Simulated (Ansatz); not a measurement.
# CH₆BNOSi: up Jacob's ladder to CCSD(T)

Aim: compute CH₆BNOSi with functionals from several rungs and with coupled cluster, and see how far each lands from CCSD(T) at the basis-set limit for the atomisation energy.

Method: functionals in def2-TZVPP, the program's frozen cores in correlated methods; program: Ansatz 0.2.0, Gaussian basis.

Levels to be run: PBE-D4, r2SCAN-D4, PBE0-D4, B3LYP-D4, ωB97X-V, ωB97M-V, B2PLYP; CCSD(T)/def2-TZVPP; MP2/def2-QZVPP; extrapolation to the limit.

## 1. Structure used throughout

An earlier PBE0-D4 in a triple-zeta def2 set relaxation fixed the geometry.

SMILES `C[SiH]1NB1O`, 11 atoms, charge 0, spin multiplicity 1.

Atoms are counted from 1 here; the program's logs count them from 0.

Bond lengths: C1–Si2 1.867 Å, C1–H6 1.091 Å, C1–H7 1.094 Å, C1–H8 1.093 Å, Si2–N3 1.759 Å, Si2–B4 1.922 Å, Si2–H9 1.491 Å, N3–B4 1.398 Å, N3–H10 1.009 Å, B4–O5 1.353 Å, O5–H11 0.962 Å. Angles: Si2–C1–H6 111.1°, Si2–C1–H7 110.0°, Si2–C1–H8 111.0°, H6–C1–H7 108.3°, H6–C1–H8 108.8°, H7–C1–H8 107.5°, C1–Si2–N3 117.5°, C1–Si2–B4 127.5°, C1–Si2–H9 108.7°, N3–Si2–B4 44.4°, N3–Si2–H9 114.6°, B4–Si2–H9 123.7°, Si2–N3–B4 74.0°, Si2–N3–H10 146.2°, B4–N3–H10 139.8°, Si2–B4–N3 61.6°, Si2–B4–O5 160.0°, N3–B4–O5 138.4° and more.

## 2. PBE-D4 (GGA)

The input, in.yaml:

```yaml
crystal:
  periodic: [false, false, false]
  atoms:
    - {symbol: C, position_ang: [-1.618409, 0.317563, 1.011231]}
    - {symbol: Si, position_ang: [-0.099685, 0.749915, 0.015863]}
    - {symbol: N, position_ang: [1.287574, -0.324819, 0.140642]}
    - {symbol: B, position_ang: [0.869833, -0.388573, -1.191597]}
    - {symbol: O, position_ang: [1.226504, -1.019468, -2.334173]}
    - {symbol: H, position_ang: [-1.863080, -0.741638, 0.915315]}
    - {symbol: H, position_ang: [-2.474444, 0.900493, 0.659367]}
    - {symbol: H, position_ang: [-1.473779, 0.551293, 2.069592]}
    - {symbol: H, position_ang: [0.213492, 2.192602, 0.224275]}
    - {symbol: H, position_ang: [2.008619, -0.696922, 0.740778]}
    - {symbol: H, position_ang: [1.988677, -1.597346, -2.230595]}
basis:
  gaussian: {orbitals: def2-TZVPP}
hamiltonian: {xc: pbe, dispersion: d4}
output: {forces: true, orbitals: {seedname: orbitals}}
```

On the command line:

```bash
> ansatz run in.yaml --threads 4 --pin off --events-out ev --progress --plain --max-ram 10444MiB
```

The runs that follow: r2SCAN-D4 (meta-GGA); PBE0-D4 (hybrid); B3LYP-D4 (hybrid); ωB97X-V (range-separated); ωB97M-V (range-separated); B2PLYP (double hybrid); CCSD(T) in def2-TZVPP; MP2 in def2-QZVPP.

**Question.** What will the summary of the whole plan be? Wanted: atomisation energy, CCSD(T)/CBS; farthest; mean size of error, hybrid; mean size of error, range-separated; gap, smallest and largest; T1 diagnostic; triples share of the correlation energy.

As calculated:

| quantity | value |
| --- | --- |
| atomisation energy, CCSD(T)/CBS | 1006.3 kcal/mol |
| functionals within 5.0 kcal/mol (0.5 %) | PBE0-D4, B3LYP-D4 |
| farthest | PBE-D4 (+24.5 kcal/mol) |
| mean size of error, hybrid | 4.1 kcal/mol |
| mean size of error, range-separated | 6.7 kcal/mol |
| gap, smallest and largest | 4.95 eV (PBE-D4), 11.15 eV (ωB97X-V) |
| T1 diagnostic | 0.0125 |
| triples share of the correlation energy | 4.0 % |

**Reading.** PBE-D4 is off by +24.5 kcal/mol. Double hybrids carry the basis error of their MP2 part in triple zeta, and no dispersion term here, so their miss is partly the set-up's. The reference freezes the cores and leaves out relativity and excitations past (T), so misses under about 5.0 kcal/mol can't be ranked. Hartree-Fock recovers 72 % of the binding; the rest is correlation. The gap grows from 5.0 to 11.2 eV across the functionals, mostly with the share of exact exchange.
